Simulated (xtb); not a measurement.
# One shape, several levels: TaN2H4OF (SMILES [NH2][Ta]([NH2])(=[O])[F])

We compute a comparison of 4 runs (GFN-FF, GFN2-xTB, GFN0-xTB, GFN1-xTB) of TaN2H4OF. 

Program for the calculation: xtb 6.7.1.

1 further run of the same task is left out (it didn't finish).

### Step 1. The system as given

TaN2H4OF: 9 atoms, total charge 0, spin state singlet. As SMILES, `[NH2][Ta]([NH2])(=[O])[F]`. Geometry: relaxed at PBE0-D4/def2-TZVP. This is one conformer, not always the lowest.

Bond lengths: N1–Ta2 1.978 Å, Ta2–N3 1.978 Å, Ta2–O4 1.717 Å, Ta2–F5 1.898 Å, N1–H6 1.010 Å, N1–H7 1.009 Å, N3–H8 1.009 Å, N3–H9 1.010 Å. Some angles: N1–Ta2–N3 112.2°, N1–Ta2–O4 106.5°, N1–Ta2–F5 109.8°, N3–Ta2–O4 106.5°, N3–Ta2–F5 109.8°, O4–Ta2–F5 112.2°, Ta2–N1–H6 125.9°, Ta2–N1–H7 124.0°, Ta2–N3–H8 124.0°, Ta2–N3–H9 125.9°.

### Step 2. Energy and forces at GFN-FF (run 1)

File coord:

```
$coord
     -0.067463222649      3.077230021341      0.881179291913  n
      0.662537979294     -0.021353905208     -1.078655671936  ta
     -0.712426748984     -3.086300706739      0.561815576851  n
     -0.901210388834      0.288561179230     -3.903985200864  o
      4.203884736842     -0.369063512139     -1.521985420774  f
      0.470163859807      3.414735107199      2.680576507782  h
     -1.151221155122      4.510776259482      0.243963642689  h
     -2.062069147192     -4.192357407482     -0.206736038034  h
     -0.275333096358     -3.709532382640      2.311512995642  h
$end
```

Run with:

```
xtb coord --grad -c 0 --gff | tee xtb.out
```

Output:

```text
* xtb version 6.7.1
[...]
         ::                     SUMMARY                     ::
         :::::::::::::::::::::::::::::::::::::::::::::::::::::
         :: total energy              -1.407073903599 Eh    ::
         :: gradient norm              0.061053269733 Eh/a0 ::
         ::.................................................::
         :: bond energy               -1.242841309743 Eh    ::
         :: angle energy               0.003580304076 Eh    ::
         :: torsion energy             0.006338103013 Eh    ::
         :: repulsion energy           0.053136160268 Eh    ::
         :: electrostat energy        -0.224137079941 Eh    ::
         :: dispersion energy         -0.003193102820 Eh    ::
         :: HB energy                 -0.000000002067 Eh    ::
         :: XB energy                  0.000000000000 Eh    ::
         :: bonded atm energy          0.000043023615 Eh    ::
         :: external energy            0.000000000000 Eh    ::
         :: add. restraining           0.000000000000 Eh    ::
         :: total charge               0.000000000000 e     ::
[...]
molecular dipole:
                 x           y           z       tot (Debye)
 q only:       -0.717      -0.019       1.818       4.967
           -------------------------------------------------
          | TOTAL ENERGY               -1.407073903599 Eh   |
          | GRADIENT NORM               0.061053269733 Eh/α |
           -------------------------------------------------
########################################################################
[WARNING] Runtime exception occurred
-1- gfnff_setup: Could not read topology file.
########################################################################
[...]
```

Standard error:

```text
normal termination of xtb
```

Run time: 0.018 s. Hardware: 1 thread of Arm Neoverse V1, shared host.

### Step 3. Energy and forces at GFN2-xTB (run 2)

File struc.xyz:

```xyz
9
start
N     -0.03570000     1.62840000     0.46630000
Ta     0.35060000    -0.01130000    -0.57080000
N     -0.37700000    -1.63320000     0.29730000
O     -0.47690000     0.15270000    -2.06590000
F      2.22460000    -0.19530000    -0.80540000
H      0.24880000     1.80700000     1.41850000
H     -0.60920000     2.38700000     0.12910000
H     -1.09120000    -2.21850000    -0.10940000
H     -0.14570000    -1.96300000     1.22320000
```

Run with:

```
xtb struc.xyz --json --grad --gfn2 --parallel 1 > struc.out 2> xtb.err
```

Output:

```text
* xtb version 6.7.1
[...]
          :  # basis functions                  30          :
[...]
          :  # electrons                        32          :
[...]
          :  Hamiltonian                  GFN2-xTB          :
[...]
          :  net charge                          0          :
          :  unpaired electrons                  0          :
[...]
   *** convergence criteria satisfied after 15 iterations ***
[...]
         ::                     SUMMARY                     ::
         :::::::::::::::::::::::::::::::::::::::::::::::::::::
         :: total energy             -18.659739247542 Eh    ::
         :: gradient norm              0.018252495084 Eh/a0 ::
         :: HOMO-LUMO gap              4.087928217534 eV    ::
         ::.................................................::
         :: SCC energy               -18.771028300492 Eh    ::
         :: -> isotropic ES            0.102877264448 Eh    ::
         :: -> anisotropic ES          0.004276778604 Eh    ::
         :: -> anisotropic XC          0.000956132320 Eh    ::
         :: -> dispersion             -0.004573876343 Eh    ::
         :: repulsion energy           0.111289052950 Eh    ::
         :: add. restraining           0.000000000000 Eh    ::
         :: total charge               0.000000000000 e     ::
         :::::::::::::::::::::::::::::::::::::::::::::::::::::
[...]
        16        2.0000           -0.4058310             -11.0432 (HOMO)
        17                         -0.2556024              -6.9553 (LUMO)
[...]
     #   Z          covCN         q      C6AA      α(0)
     1   7          2.490    -0.464    32.271     8.436
     2  73          2.942     1.099   269.703    35.807
     3   7          2.490    -0.464    32.270     8.436
     4   8          0.722    -0.533    24.607     6.647
     5   9          0.659    -0.414    13.729     4.373
     6   1          0.865     0.187     1.174     1.697
     7   1          0.866     0.201     1.100     1.643
     8   1          0.866     0.201     1.100     1.643
     9   1          0.865     0.187     1.174     1.697
[...]
molecular dipole:
                 x           y           z       tot (Debye)
 q only:       -0.781      -0.011       1.800
   full:       -0.161      -0.111       2.475       6.311
molecular quadrupole (traceless):
[...]
          | TOTAL ENERGY              -18.659739247542 Eh   |
          | GRADIENT NORM               0.018252495084 Eh/α |
          | HOMO-LUMO GAP               4.087928217534 eV   |
           -------------------------------------------------
[...]
```

Standard error:

```text
normal termination of xtb
```

It took 0.026 s on 1 thread of Arm Neoverse V1, shared host.

Run 3 isn't shown in full; the table further down has it.

### Step 4. Energy and forces at GFN1-xTB (run 4)

File .CHRG:

```
0
```

File .UHF:

```
0
```

File geom.xyz:

```xyz
9
start
N     -0.035700     1.628400     0.466300
Ta     0.350600    -0.011300    -0.570800
N     -0.377000    -1.633200     0.297300
O     -0.476900     0.152700    -2.065900
F      2.224600    -0.195300    -0.805400
H      0.248800     1.807000     1.418500
H     -0.609200     2.387000     0.129100
H     -1.091200    -2.218500    -0.109400
H     -0.145700    -1.963000     1.223200
```

Run with:

```
xtb --grad --json --gfn 1 -P 1 -- geom.xyz | tee geom.out
```

Output:

```text
* xtb version 6.7.1
[...]
          :  # basis functions                  34          :
[...]
          :  # electrons                        32          :
[...]
          :  Hamiltonian                  GFN1-xTB          :
[...]
          :  net charge                          0          :
          :  unpaired electrons                  0          :
[...]
   *** convergence criteria satisfied after 11 iterations ***
[...]
         ::                     SUMMARY                     ::
         :::::::::::::::::::::::::::::::::::::::::::::::::::::
         :: total energy             -20.469626756355 Eh    ::
         :: gradient norm              0.038597185378 Eh/a0 ::
         :: HOMO-LUMO gap              3.589421530605 eV    ::
         ::.................................................::
         :: SCC energy               -20.590292915680 Eh    ::
         :: -> electrostatic           0.172133877042 Eh    ::
         :: repulsion energy           0.123178429369 Eh    ::
         :: dispersion energy         -0.002512270044 Eh    ::
         :: halogen bond corr.         0.000000000000 Eh    ::
         :: add. restraining           0.000000000000 Eh    ::
         :: total charge              -0.000000000000 e     ::
         :::::::::::::::::::::::::::::::::::::::::::::::::::::
[...]
        16        2.0000           -0.3964132             -10.7870 (HOMO)
        17                         -0.2645044              -7.1975 (LUMO)
[...]
     #   Z sym  total        # sym  WBO       # sym  WBO       # sym  WBO
 ---------------------------------------------------------------------------
     1   7      3.059 --     2      1.120     7      0.911     6      0.909
     2  73      5.259 --     4      2.059     3      1.120     1      1.120
                             5      0.818
     3   7      3.059 --     2      1.120     8      0.911     9      0.909
     4   8      2.189 --     2      2.059
     5   9      0.922 --     2      0.818
     6   1      0.960 --     1      0.909
     7   1      0.957 --     1      0.911
     8   1      0.957 --     3      0.911
     9   1      0.960 --     3      0.909
 ---------------------------------------------------------------------------
[...]
          | TOTAL ENERGY              -20.469626756355 Eh   |
          | GRADIENT NORM               0.038597185378 Eh/α |
          | HOMO-LUMO GAP               3.589421530605 eV   |
           -------------------------------------------------
[...]
```

Standard error:

```text
normal termination of xtb
```

Wall time 0.026 s (1 thread of Arm Neoverse V1, shared host).

### Step 5. The series

| run | level | energy (Eh) | dipole moment (D) | dispersion energy (kJ/mol) | largest force (eV/Å) | wall time |
| --- | --- | --- | --- | --- | --- | --- |
| 1 | GFN-FF | -1.407074 | 4.97 | -8.38 | 1.750 | 0.018 s |
| 2 | GFN2-xTB | -18.659739 | 6.31 | -12.01 | 0.479 | 0.026 s |
| 3 | GFN0-xTB | -17.177361 | 8.53 | -5.52 | 0.662 | 0.026 s |
| 4 | GFN1-xTB | -20.469627 | 6.99 | -6.60 | 1.205 | 0.026 s |

### Step 6. Summary of results

| quantity | value |
| --- | --- |
| run 4: total energy | -20.46963 Eh |
| run 4: dipole moment | 6.99 D |
| run 4: HOMO energy | -10.79 eV |
| run 4: LUMO energy | -7.20 eV |
| run 4: HOMO–LUMO gap | 3.59 eV |
| run 4: dispersion energy | -6.60 kJ/mol |
| run 4: largest force on an atom | 1.205 eV/Å |

**Reading.** The dipole moment (its size) runs from 4.97 D (GFN-FF) to 8.53 D (GFN0-xTB). Over runs 2, 3, 4 the HOMO–LUMO gap runs from 3.59 eV (GFN1-xTB) to 4.61 eV (GFN0-xTB). Force-field and semi-empirical energies have zeros of their own, so their totals don't compare. All runs together took 0.096 s, the longest 0.026 s.
